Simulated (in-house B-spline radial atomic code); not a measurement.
# Cl¹⁶⁺: ionisation energy by several methods

Aim: the ionisation energy of Cl¹⁶⁺ by several methods, each as the difference of two self-consistent energies (Cl¹⁶⁺ and the next ion, bare nucleus).

Program: in-house B-spline radial atomic code version 1. Level of theory: non-relativistic, several functionals, spin-polarised, exact exchange averaged over the configuration; spherical all-electron atom at the radial basis limit. These are calculated values, not measurements, unless marked.

### 1 What is computed

* element: chlorine (Z = 17)
* charge: +16
* electrons: 1
* configuration: 1s1
* nucleus: point

Where spins are not typed, each open shell is filled with up spins first.

### 2 LC-ωPBE

Input settings:

```ini
Z = 17
electrons = 1.0
configuration = 1s1
hamiltonian = nr
method = lc_wpbe
spin_polarised = True
exact_exchange = averaged over the configuration
```

Command:

```
$ python run_scf.py task.json out
```

The settings of every run stand in task.json; they run in order.

### 3 B3LYP

The settings differ from step 2 so:

```diff
@@ -4,3 +4,3 @@
 hamiltonian = nr
-method = lc_wpbe
+method = b3lyp
 spin_polarised = True
```

### 4 TPSSh

The settings differ from step 3 so:

```diff
@@ -4,3 +4,3 @@
 hamiltonian = nr
-method = b3lyp
+method = tpssh
 spin_polarised = True
```

**Question.** The tabulated ionisation energy is 3946.29 ± 7e-05 eV (tabulated theoretical; NIST Atomic Spectra Database). What does each method give, and which comes nearest?

As calculated:

| method | rung | total energy (hartree) | ΔSCF (eV) | −ε highest (eV) | ΔSCF less tabulated (eV) |
| --- | --- | --- | --- | --- | --- |
| B3LYP | global hybrid | -144.4216 | 3929.91 | 3845.27 (1s up) | -16.38 |
| TPSSh | global hybrid | -144.5002 | 3932.05 | 3842.22 (1s up) | -14.24 |
| LC-ωPBE | range-separated hybrid | -144.4032 | 3929.41 | 3829.94 (1s up) | -16.88 |

**Reading.** Tables give 3946.29 ± 7e-05 eV (tabulated theoretical; NIST Atomic Spectra Database) for the ionisation energy. TPSSh misses by -14.24 eV, the least, and LC-ωPBE by -16.88 eV (0.43 %), the most. All methods miss on the same side by much the same amount, which points to something that they share. These runs lack relativity altogether, which can outweigh the gaps between the methods, so the nearest may be so by luck.
